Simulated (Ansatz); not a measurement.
What does this script print? It uses Ansatz 0.2.0 through its Python package.

`methods_c2h3bclf.py`:
```python
# -*- coding: utf-8 -*-
from dataclasses import dataclass
from pathlib import Path

import ansatz as az
import numpy as np


@dataclass
class Options:
    basis: str = "def2-SVP"


settings = Options()

geometry_ang = [
    ("C", [0.9208, 0.7286, 0.6376]),
    ("C", [0.0139, -0.236, 0.4283]),
    ("F", [-0.239, -1.1264, 1.4132]),
    ("B", [-0.661, -0.392, -0.9398]),
    ("Cl", [-1.9086, -1.8093, -1.1993]),
    ("H", [1.3831, 0.8892, 1.5767]),
    ("H", [1.1002, 1.5079, -0.1476]),
    ("H", [-0.5172, 0.3809, -1.8247]),
]
molecule = az.Crystal.molecule()
for symbol, xyz in geometry_ang:
    molecule = molecule.atom(symbol, xyz)

job = molecule.calculation().basis(gaussian=settings.basis)

print("functional    E (Ha)        dipole (D)   HOMO (eV)  LUMO (eV)")
for name in ["revpbe", "pbe", "b3lyp", "pbe0", "lc_wpbe", "hf"]:
    data = job.functional(name).forces().orbitals().run(threads=1, runs_dir="runs").report
    lines = Path(data["orbitals_path"]).read_text().splitlines()
    field_of = lambda key: [line.split("=")[1].strip() for line in lines if line.startswith(key)]
    orbitals = [(27.211386 * float(e), s, float(n)) for e, s, n in zip(field_of("Ene="), field_of("Spin="), field_of("Occup="))]
    homo = max(e for e, _, n in orbitals if n > 0.5)
    lumo = min(e for e, _, n in orbitals if n < 0.5)
    dipole = 4.803205 * np.linalg.norm(data["charge_distribution"]["dipole_moment_e_ang"])
    print(f"{name:10s} {data['free_energy_ev'] / 27.211386246:14.6f} {dipole:9.3f} {homo:11.3f} {lumo:10.3f}")
```

```console
$ python methods_c2h3bclf.py
functional    E (Ha)        dipole (D)   HOMO (eV)  LUMO (eV)
revpbe        -662.464415     2.516      -6.992     -3.288
pbe           -662.181851     2.486      -7.045     -3.367
b3lyp         -662.629019     2.734      -8.023     -2.658
pbe0          -662.232515     2.882      -8.334     -2.545
lc_wpbe       -662.346397     3.015     -10.978     -0.330
hf            -660.805286     3.623     -11.035      1.082
```

Total energies depend on the basis set; only differences at equal settings carry meaning. The geometry is a force-field or estimated start, not a minimum of this method, and the basis set is short of its limit. A lower total doesn't mark the better method: functionals have no common bound, and MP2 and coupled cluster aren't variational. b3lyp holds the VWN-RPA fit, as in Gaussian; the form of ORCA and Turbomole is b3lyp5. Levels such as HOMO and LUMO are orbital energies: with these approximate functionals they aren't the ionisation energy and electron affinity, and their gap isn't the fundamental gap. Finished in 11 s on 1 thread of Intel(R) Xeon(R) Platinum 8488C (Sapphire Rapids), with other jobs on the host, peak memory 0.25 GiB.

(A comment or docstring line of the script was reworded after the run, the code is as it ran; lines on the test bed's own set-up are left out of the output.)
